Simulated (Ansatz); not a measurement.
# CHBFN (SMILES FB1C=N1): functionals against CCSD(T) at one geometry

An exercise on one series of results from a longer session: the logs are not shown, and one member is left open.

The runs use Ansatz 0.2.0, Gaussian basis; single points in def2-TZVPP.

Cores are frozen in the correlated methods.

### The starting structure

SMILES `FB1C=N1`, 5 atoms, charge 0, spin multiplicity 1.

Atoms are counted from 1 here; the program's logs count them from 0.

Bond lengths: F1–B2 1.455 Å, B2–C3 1.355 Å, B2–N4 1.476 Å, C3–N4 1.198 Å, C3–H5 1.185 Å. Angles: F1–B2–C3 167.0°, F1–B2–N4 143.1°, C3–B2–N4 49.8°, B2–C3–N4 70.3°, B2–C3–H5 163.9°, N4–C3–H5 125.5°, B2–N4–C3 59.8°.

Coordinates:

```mol
CHBFN
  3D, bonds by distance, orders not assigned

  5  5  0  0  0  0  0  0  0  0999 V2000
    0.1465   -1.4930    1.5923 F   0  0
    0.0533   -0.5373    0.4988 B   0  0
    0.1910    0.4956   -0.3681 C   0  0
   -0.7482   -0.1757   -0.6871 N   0  0
    0.5274    1.5019   -0.8949 H   0  0
  1  2  8  0
  2  3  8  0
  2  4  8  0
  3  4  8  0
  3  5  8  0
M  END
```

Set-up of the first run:

File run/in.yaml:

```yaml
crystal:
  periodic: [false, false, false]
  atoms:
    - {symbol: F, position_ang: [0.146500, -1.493000, 1.592300]}
    - {symbol: B, position_ang: [0.053300, -0.537300, 0.498800]}
    - {symbol: C, position_ang: [0.191000, 0.495600, -0.368100]}
    - {symbol: N, position_ang: [-0.748200, -0.175700, -0.687100]}
    - {symbol: H, position_ang: [0.527400, 1.501900, -0.894900]}
basis:
  gaussian: {orbitals: def2-TZVPP}
correlation: {method: ccsd_t}
output: {forces: true}
```

The command line of these runs was not kept.

Among the steps run: CCSD(T)/def2-TZVPP; PBE0-D4/def2-TZVPP; wB97M-V/def2-TZVPP; r2SCAN-D4/def2-TZVPP; PBE-D4/def2-TZVPP; r2SCAN0-D4/def2-TZVPP; CAM-B3LYP-D4/def2-TZVPP.

One table of the session follows, with a row left open; its other results are not shown here.

| method | RMS force component (eV/Å) | angle to CCSD(T) forces (°) | dipole (D) |
| --- | --- | --- | --- |
| CCSD(T) | 4.704 | reference | 2.02 |
| PBE0-D4 | 4.363 | 3.1 | 2.01 |
| wB97M-V | 4.371 | 2.7 | 2.01 |
| r2SCAN-D4 | 4.379 | 1.8 | 1.92 |
| PBE-D4 | 4.464 | 1.5 | 1.86 |
| r2SCAN0-D4 | 4.315 | 4.9 | 2.04 |
| CAM-B3LYP-D4 | ? | ? | ? |

Q: Estimate the row for CAM-B3LYP-D4 from the others.

**Answer.** RMS force component (eV/Å): 4.236; angle to CCSD(T) forces (°): 4.4; dipole (D): 2.08. In the column «RMS force component (eV/Å)» it is the lowest.
